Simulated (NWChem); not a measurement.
# C3H5F (SMILES C=CCF) at M06-2X/6-31G(d) (spherical functions)

What is the electronic atomisation energy of C3H5F at M06-2X/6-31G* (spherical functions)? 

The calculation is run with NWChem 7.3.0.

## 1. The molecule

C3H5F has 9 atoms, charge 0, and is taken as a singlet. As SMILES, `C=CCF`. The coordinates come from a PBE0-D4/def2-TZVP relaxation. This is one conformer, not always the lowest.

Bond lengths: C1–C2 1.324 Å, C2–C3 1.486 Å, C3–F4 1.387 Å, C1–H5 1.084 Å, C1–H6 1.086 Å, C2–H7 1.087 Å, C3–H8 1.096 Å, C3–H9 1.094 Å. Some angles: C1–C2–C3 123.6°, C2–C3–F4 110.3°, C1–C2–H7 120.6°, C3–C2–H7 115.9°, C2–C1–H5 121.7°, C2–C1–H6 121.3°, C2–C3–H8 111.1°, C2–C3–H9 111.2°, F4–C3–H8 106.9°, F4–C3–H9 108.2°.

## 2. A single-point energy at M06-2X/6-31G(d) (spherical functions) (run 1)

mol.nw reads:

```
start mol
memory 2200 mb

geometry noautosym nocenter noautoz
  C       -0.578000       1.122500      -0.608000
  C        0.352500       0.215400      -0.353400
  C        0.200500      -0.852800       0.668500
  F        0.430500      -2.098200       0.102300
  H       -0.422500       1.909200      -1.336700
  H       -1.531700       1.114000      -0.089100
  H        1.299800       0.230700      -0.886500
  H        0.929800      -0.730800       1.477200
  H       -0.806800      -0.852300       1.094700
end

basis spherical bse
  * library 6-31G*
end

dft
  xc m06-2x
  mult 1
  grid fine
  convergence energy 1e-08
  maxiter 100
  mulliken
  print low
end

task dft energy
```

Run with:

```console
$ nwchem mol.nw > mol.out
```

Output:

```text
[...]
 d= 0,ls=0.0,diis     1   -216.9727636349 -3.32D+02  9.95D-03  4.39D-01     2.2
[...]
 d= 0,ls=0.0,diis    10   -217.0281630359 -8.53D-10  5.32D-07  1.15D-09    17.9
         Total DFT energy =     -217.028163035928
      One electron energy =     -523.188666576413
           Coulomb energy =      220.103057656267
    Exchange-Corr. energy =      -28.523170661878
 Nuclear repulsion energy =      114.580616546095
[...]
      Total Density - Mulliken Population Analysis
     ---------------------------------------------
    Atom       Charge   Shell Charges
 -----------   ------   -------------------------------------------------------
    1 C    6     6.36   2.00  0.68  2.04  0.59  1.03  0.03
    2 C    6     6.12   2.00  0.68  2.04  0.50  0.87  0.03
    3 C    6     5.96   2.00  0.68  2.00  0.52  0.70  0.07
    4 F    9     9.36   2.00  0.93  3.29  1.04  2.09  0.02
    5 H    1     0.83   0.52  0.30
    6 H    1     0.84   0.52  0.31
    7 H    1     0.83   0.52  0.30
    8 H    1     0.85   0.53  0.31
    9 H    1     0.85   0.53  0.32
[...]
```

It took 19 s on 1 thread of Intel Xeon Platinum 8259CL at 2.50GHz (Skylake/Cascade Lake), shared host; peak memory 0.11 GiB.

## 3. The C atom (run 2)

c.nw reads:

```
start c
memory total 2200 mb
charge 0
geometry noautosym nocenter noautoz
 C     0.000000    0.000000    0.000000
end
basis "ao basis" spherical bse
 C library 6-31G*
end
dft
 xc m06-2x
 mult 3
 grid fine
 convergence energy 1e-08
 iterations 100
 mulliken
 noprint "final vectors analysis"
end
task dft energy
```

Run the same way, it converges to -37.82757 Eh (log not shown).

Run 3 isn't shown in full; the table further down has it.

## 4. The H atom at the same level (run 4)

h.nw reads:

```
START h
memory stack 880 mb heap 220 mb global 1100 mb
charge 0

GEOMETRY noautosym nocenter noautoz
   H      0.000000     0.000000     0.000000
END

BASIS spherical bse
   * library 6-31G*
END

DFT
   xc m06-2x
   mult 2
   grid fine
   convergence energy 1e-08
   iterations 100
   mulliken
   noprint "final vectors analysis"
END

TASK dft
```

Run the same way, it converges to -0.49667 Eh (log not shown).

## 5. All runs side by side

```csv
run,level,partner,energy (Eh),wall time
1,M06-2X/6-31G* (spherical functions),base,-217.028163,19 s
2,UM06-2X/6-31G* (spherical functions),atoms,-37.827566,1.4 s
3,UM06-2X/6-31G* (spherical functions),atoms,-99.681572,1.6 s
4,UM06-2X/6-31G* (spherical functions),atoms,-0.496666,0.68 s
```

## 6. Summary of results

Level: M06-2X/6-31G* (spherical functions).

| quantity | value |
| --- | --- |
| H atom: total energy | -0.49667 Eh |
| H atom: ⟨S²⟩ | 0.750 |
| electronic atomisation energy | 37.567 eV |

**Reading.** Taking the molecule apart into free atoms costs 37.57 eV (3625 kJ/mol), before zero-point energy and without spin-orbit coupling. All runs together took 23 s, the longest 19 s.
